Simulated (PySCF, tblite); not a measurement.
# C4H4BClF2: geometry, infrared bands and NMR shifts

Wanted: the infrared bands and NMR shifts of C4H4BClF2 (`FB(F)C1=C(CCl)C1`), by calculation.

Programs: tblite 0.8.0 and PySCF 2.14.0, with density-fitted response routines of our own. Each step states its level of theory. These are calculated values for one molecule in the gas phase, unless marked as measured. Atoms count from 0, in the outputs and in this text.

### 1 The molecule as given

12 atoms, charge 0, multiplicity 1; geometry from: force field or distance geometry start.

Bonds of the start (Å): F0–B1 1.44, B1–F2 1.46, B1–C3 1.55, C3–C4 1.45, C4–C5 1.49, C5–Cl6 1.78, C4–C7 1.40, C7–C3 1.40, C5–H8 1.10, C5–H9 1.12, C7–H10 1.11, C7–H11 1.12.

### 2 Optimising the geometry with GFN2-xTB

The job: settings as JSON, then the geometry in Å.

```
{"job": {"kind": "relax", "xc": "GFN2-xTB", "basis": "xTB"}, "charge": 0, "multiplicity": 1}
F      2.129600     2.042400    -0.494300
B      2.165100     0.620700    -0.301000
F      3.448000    -0.076800    -0.305200
C      0.851200    -0.174800    -0.062600
C     -0.593400    -0.224000     0.092400
C     -1.919400     0.462900     0.105100
Cl    -1.690000     2.210200    -0.168800
C      0.185000    -1.381600     0.186500
H     -2.555800     0.042000    -0.689700
H     -2.400300     0.302200     1.098600
H      0.279700    -1.772200     1.216100
H      0.101600    -2.051700    -0.703100
```

Launch:

```bash
OMP_NUM_THREADS=1 python probes_run.py task.json out
```

This one command runs all jobs of the session in turn.

Log:

```text
step      E/eV     max force
  0    -702.17950    6.372
  1    -703.19840    2.908
  2    -703.44602    4.390
  3    -703.66087    1.353
  4    -703.72964    0.757
  5    -703.77576    0.503
  6    -703.79389    0.448
  7    -703.81104    0.304
  8    -703.81962    0.277
  9    -703.82494    0.138
 10    -703.82629    0.070
 11    -703.82702    0.071
 12    -703.82762    0.064
 13    -703.82803    0.042
 14    -703.82821    0.038
 15    -703.82832    0.036
 16    -703.82848    0.042
 17    -703.82873    0.054
 18    -703.82900    0.056
 19    -703.82922    0.040
 20    -703.82937    0.031
 21    -703.82949    0.032
 22    -703.82963    0.042
 23    -703.82981    0.054
 24    -703.83000    0.051
 25    -703.83020    0.048
 26    -703.83034    0.028
 27    -703.83042    0.024
 28    -703.83048    0.022
 29    -703.83053    0.021
 30    -703.83059    0.027
 31    -703.83066    0.023
 32    -703.83071    0.023
 33    -703.83077    0.025
 34    -703.83084    0.027
 35    -703.83092    0.028
 36    -703.83099    0.033
 37    -703.83105    0.026
 38    -703.83110    0.017
 39    -703.83115    0.016
 40    -703.83118    0.018
 41    -703.83120    0.017
 42    -703.83121    0.010
 43    -703.83122    0.006
```

Step by step: (not every step is listed)

| step | energy from step 0 (eV) | largest force (eV/Å) |
| --- | --- | --- |
| 0 | 0.0000 | 6.3721 |
| 1 | -1.0189 | 2.9082 |
| 2 | -1.2665 | 4.3903 |
| 3 | -1.4814 | 1.3535 |
| 4 | -1.5501 | 0.7573 |
| 5 | -1.5963 | 0.5026 |
| 6 | -1.6144 | 0.4484 |
| 7 | -1.6315 | 0.3039 |
| 8 | -1.6401 | 0.2766 |
| 11 | -1.6475 | 0.0711 |
| 14 | -1.6487 | 0.0383 |
| 17 | -1.6492 | 0.0540 |
| 20 | -1.6499 | 0.0307 |
| 23 | -1.6503 | 0.0543 |
| 26 | -1.6508 | 0.0283 |
| 29 | -1.6510 | 0.0211 |
| 32 | -1.6512 | 0.0226 |
| 35 | -1.6514 | 0.0282 |
| 38 | -1.6516 | 0.0166 |
| 39 | -1.6517 | 0.0156 |
| 40 | -1.6517 | 0.0185 |
| 41 | -1.6517 | 0.0171 |
| 42 | -1.6517 | 0.0102 |
| 43 | -1.6517 | 0.0058 |

Close pairs (by a distance rule), those that changed most:

| bond | before (Å) | after (Å) | change (Å) |
| --- | --- | --- | --- |
| B1–F2 | 1.460 | 1.321 | -0.140 |
| C3–C4 | 1.454 | 1.317 | -0.136 |
| C3–C7 | 1.401 | 1.519 | +0.118 |
| F0–B1 | 1.435 | 1.320 | -0.115 |
| C4–C7 | 1.398 | 1.489 | +0.091 |
| C4–C5 | 1.493 | 1.453 | -0.040 |
| B1–C3 | 1.554 | 1.517 | -0.037 |
| C7–H11 | 1.117 | 1.083 | -0.034 |

The next job starts from the end point, and lists it.

### 3 Vibrational analysis with GFN2-xTB

The job: settings as JSON, then the geometry in Å.

```
{"job": {"kind": "ir", "xc": "GFN2-xTB", "basis": "xTB"}, "charge": 0, "multiplicity": 1}
F      2.110537     1.960980    -0.483439
B      2.084353     0.655402    -0.290516
F      3.271212     0.076858    -0.315712
C      0.798259    -0.115418    -0.059455
C     -0.512518    -0.151592     0.067470
C     -1.817621     0.486295     0.095252
Cl    -1.693717     2.256254    -0.174311
C      0.164344    -1.471888     0.197035
H     -2.461493     0.078842    -0.688683
H     -2.299403     0.334651     1.064787
H      0.261848    -1.925151     1.175319
H      0.095397    -2.185918    -0.613775
```

Log:

```text
mode    cm-1     km/mol
  1      24.8      0.79
  2      57.9      0.20
  3      58.3      2.66
  4     154.0      0.77
  5     174.0      0.65
  6     313.3      5.93
  7     332.4      8.73
  8     390.4      7.58
  9     433.7      0.54
 10     541.4     97.34
 11     628.8     11.85
 12     722.1      5.04
 13     813.1      1.00
 14     840.5      6.55
 15     976.9      0.00
 16    1026.2      7.78
 17    1031.1      4.71
 18    1087.6    186.57
 19    1098.3      0.01
 20    1168.2     14.27
 21    1224.8      3.04
 22    1260.0    375.25
 23    1317.6    417.35
 24    1381.6     15.40
 25    1471.6      6.82
 26    1875.8    255.87
 27    2931.2      0.22
 28    2943.6      0.18
 29    3038.1     32.21
 30    3045.7     37.34
```

Which atoms move in the most intense modes:

| cm⁻¹ | km/mol | atoms |
| --- | --- | --- |
| 541 | 97.3 | B1 72 %, C3 18 % |
| 1088 | 186.6 | C3 24 %, B1 18 %, C4 12 %, C7 11 % |
| 1260 | 375.2 | B1 73 %, F0 14 %, F2 13 % |
| 1318 | 417.4 | B1 53 %, C3 16 %, C4 15 % |
| 1382 | 15.4 | H9 45 %, H8 45 % |
| 1876 | 255.9 | C4 50 %, C3 43 % |
| 3038 | 32.2 | H11 46 %, H10 44 % |
| 3046 | 37.3 | H10 49 %, H11 47 % |

### 4 NMR shieldings: PBE0/pcSseg-1

The job, as its differences from that of step 3:

```diff
@@ -1,2 +1,2 @@
-{"job": {"kind": "ir", "xc": "GFN2-xTB", "basis": "xTB"}, "charge": 0, "multiplicity": 1}
+{"job": {"kind": "nmr", "xc": "PBE0", "basis": "pcSseg-1"}, "charge": 0, "multiplicity": 1}
 F      2.110537     1.960980    -0.483439
```

With the program's defaults for keys left out, this is: GIAO PBE0/pcSseg-1 NMR shielding, non-relativistic, gas phase.

Log:

```text
coarse grid: 11712 points
cycle   1  E = -838.8673916635  dE =  1.192e+00  |g| = 6.580e-01  |ddm| = 3.260e+00
cycle   2  E = -838.7994487555  dE =  6.794e-02  |g| = 9.423e-01  |ddm| = 1.128e+00
cycle   3  E = -838.9448836097  dE = -1.454e-01  |g| = 9.679e-02  |ddm| = 6.727e-01
cycle   4  E = -838.9464195230  dE = -1.536e-03  |g| = 5.993e-02  |ddm| = 1.317e-01
cycle   5  E = -838.9472666952  dE = -8.472e-04  |g| = 1.507e-02  |ddm| = 6.194e-02
cycle   6  E = -838.9473172315  dE = -5.054e-05  |g| = 2.697e-03  |ddm| = 1.774e-02
cycle   7  E = -838.9473188501  dE = -1.619e-06  |g| = 7.951e-04  |ddm| = 4.488e-03
final grid: 112488 points
cycle   8  E = -839.0022416718  dE = -6.025e-05  |g| = 6.185e-03  |ddm| = 4.352e-02
cycle   9  E = -839.0022396236  dE =  2.048e-06  |g| = 6.542e-03  |ddm| = 1.267e-02
cycle  10  E = -839.0022501274  dE = -1.050e-05  |g| = 1.416e-03  |ddm| = 7.160e-03
cycle  11  E = -839.0022505439  dE = -4.165e-07  |g| = 5.331e-04  |ddm| = 1.760e-03
cycle  12  E = -839.0022506123  dE = -6.831e-08  |g| = 8.571e-05  |ddm| = 5.889e-04
cycle  13  E = -839.0022506137  dE = -1.479e-09  |g| = 2.960e-05  |ddm| = 1.129e-04
cycle  14  E = -839.0022506139  dE = -1.562e-10  |g| = 6.917e-06  |ddm| = 2.236e-05
converged SCF energy = -839.0022506139

GIAO shielding tensors (ppm)
atom      isotropic    diamagn.    paramagn.     s11        s22        s33       span
  0 F      241.686     468.254    -226.567     91.701    267.745    365.613    273.912
  1 B       79.199     194.811    -115.612     68.450     78.732     90.416     21.966
  2 F      253.615     466.404    -212.789     91.007    300.880    368.957    277.950
  3 C       78.691     253.892    -175.201    -55.670    100.349    191.395    247.065
  4 C       22.627     261.438    -238.811   -130.283     42.803    155.359    285.642
  5 C      135.447     245.322    -109.876    112.487    130.303    163.550     51.062
  6 Cl     835.320    1146.148    -310.828    648.587    761.461   1095.912    447.325
  7 C      171.169     250.438     -79.270    135.892    151.539    226.075     90.183
  8 H       26.769      27.301      -0.532     20.870     25.900     33.538     12.668
  9 H       26.769      27.304      -0.535     20.869     25.899     33.538     12.670
 10 H       30.338      30.683      -0.345     25.562     26.914     38.538     12.975
 11 H       30.338      30.681      -0.343     25.563     26.914     38.538     12.975
```

Run time: 37 s. Hardware: 1 thread, shared host.

Shifts follow as δ = σ(reference) − σ, with reference shieldings (ppm) from runs at the same level and on the same kind of geometry: ¹H TMS 31.72, ¹³C TMS 186.9, ¹⁹F CFCl3 170.9, ¹¹B BF3·OEt2 100.1, ³⁵Cl HCl 950. The references are single molecules in the gas phase, so shifts against H2O, NH3, PH3, H3PO4 or CFCl3 are not on the usual liquid scales and can be off by tens of ppm. Atoms listed in one row are averaged.

| atoms | environment | σ (ppm) | δ (ppm) | δ scaled to CDCl3 |
| --- | --- | --- | --- | --- |
| C4 | fully substituted alkene carbon | 22.6 | 164.3 | 158.4 |
| C3 | fully substituted alkene carbon | 78.7 | 108.2 | 103.7 |
| C5 | allylic sp3 CH2 bonded to Cl | 135.4 | 51.5 | 48.3 |
| C7 | three-membered-ring carbon | 171.2 | 15.8 | 13.5 |
| H8, H9 | hydrogen on an allylic sp3 CH2 bonded to Cl | 26.77 | 4.95 | 4.77 |
| H10, H11 | hydrogen on a three-membered-ring carbon | 30.34 | 1.38 | 1.41 |
| F0, F2 | fluorine bonded to B | 247.7 | -76.7 | – |
| B1 | boron bonded to C, 2 F | 79.2 | 20.9 | – |
| Cl6 | chlorine bonded to C | 835 | 114 | – |

The scaled column applies a straight-line fit of computed shieldings to shifts measured in CDCl3, with any fitted terms for Cl, Br or S neighbours, and one for carbons that bear F (root-mean-square error 0.16 ppm for H, 1.9 ppm for C).

The run also stored atomic charges by several schemes (e):

| atoms | Mulliken | IAO | Hirshfeld | ESP fit |
| --- | --- | --- | --- | --- |
| F0, F2 | -0.28 | -0.31 | -0.14 | -0.29 |
| B1 | 0.69 | 0.71 | 0.31 | 0.70 |
| C3 | -0.26 | -0.19 | -0.10 | -0.22 |
| C4 | -0.06 | 0.07 | 0.03 | 0.35 |
| C5 | -0.17 | -0.25 | -0.02 | -0.59 |
| Cl6 | -0.13 | -0.09 | -0.06 | -0.09 |
| C7 | -0.14 | -0.27 | -0.09 | -0.41 |

Mayer bond orders: F0–B1 1.13, B1–F2 1.13, B1–C3 1.03, C3–C4 1.61, C4–C5 1.03, C5–Cl6 1.03, C4–C7 0.93, C7–C3 0.91.

Ring of atoms C3, C4, C7: NICS(0) -29.7, NICS(1) -7.7, NICS(1)zz -15.2 ppm (means of both faces).

In rings of three or four atoms NICS is ruled by the nearby σ bonds, so it says little on aromaticity.

Orbitals, density, ELF and potential are computed afterwards from the orbital file.

Frontier orbitals at PBE0/pcSseg-1, with the share of their density that lies nearest to each atom:

| orbital | energy (eV) | lies on |
| --- | --- | --- |
| HOMO | -7.89 | C3 36 %; C4 25 %; H10, H11 about 10 % each |
| LUMO | -1.86 | C4 32 %; B1 25 %; C3 20 % |

ELF in a plane through or near 8 of the atoms.

Ten even steps from '0' (0.00) to '9' (0.97):
```
0000000000000000000000000000
0000000000000000000000000000
0000000000000000000000000000
0000000000000000000000000000
0000000000001210000000000000
0000000000024542100000000000
0000000001354246410000000000
0000011001585558610000000000
0000257401688677621110000000
0001589723822626864530000000
0002782831962874934651000000
0002688739585654631430000000
0000221167410000488510000000
0000000586830016821774100000
0000004886860059867797300000
0000002578740058955986200000
0000000011100024556653000000
0000000000000001111110000000
0000000000000000000000000000
0000000000000000000000000000
```
The map spans 11.8 Å across and 9.6 Å up, centred on the molecule. Atoms in the plane (x, y in Å): F0 (-2.1, -2.1), B1 (-2.1, -0.7), F2 (-3.3, -0.2), C3 (-0.8, 0.1), C4 (0.5, 0.2), C5 (1.8, -0.4), Cl6 (1.8, -2.2), C7 (-0.2, 1.5).

On the surface of density 0.002 e/bohr³ the electrostatic potential runs, from the 1st to the 99th percentile, from -0.94 V near F0 to 1.54 V near B1.

### 5 Results

| quantity | value |
| --- | --- |
| strongest single infrared mode (GFN2-xTB) | 1318 cm⁻¹, 417 km/mol |
| zero-point energy (GFN2-xTB) | 46.3 kcal/mol |
| ¹³C shifts against TMS (PBE0/pcSseg-1) | 164.3, 108.2, 51.5, 15.8 ppm |
| ¹H shifts against TMS (PBE0/pcSseg-1, means over atoms taken as alike) | 4.95, 1.38 ppm |
| ¹⁹F shifts against CFCl3 (PBE0/pcSseg-1, means over atoms taken as alike) | -76.7 ppm |
| ¹¹B shifts against BF3·OEt2 (PBE0/pcSseg-1) | 20.9 ppm |
| ³⁵Cl shifts against HCl (PBE0/pcSseg-1) | 114 ppm |
| surface potential, 1st and 99th percentile | -0.94 V and 1.54 V |

The optimisation took 43 steps and gained 1.652 eV; among the close pairs (by a distance rule), B1–F2 changed most, from 1.460 to 1.321 Å. All 30 modes are real, so the xTB geometry is a minimum. The strongest single mode, at 1318 cm⁻¹, moves mainly B1. GFN2-xTB is a fitted tight-binding method: band positions and strengths are rough. Its intensities can rank the bands wrongly. The most deshielded hydrogen is H8, H9 (mean) (hydrogen on an allylic sp3 CH2 bonded to Cl), at 4.95 ppm: its carbon carries Cl, which withdraws density. At PBE0/pcSseg-1: Shielding is most anisotropic at Cl6 (span 447 ppm, paramagnetic term -311 ppm). By nearest atom (PBE0/pcSseg-1), the HOMO sits on C3 36 %; C4 25 % and the LUMO on C4 32 %; B1 25 %.
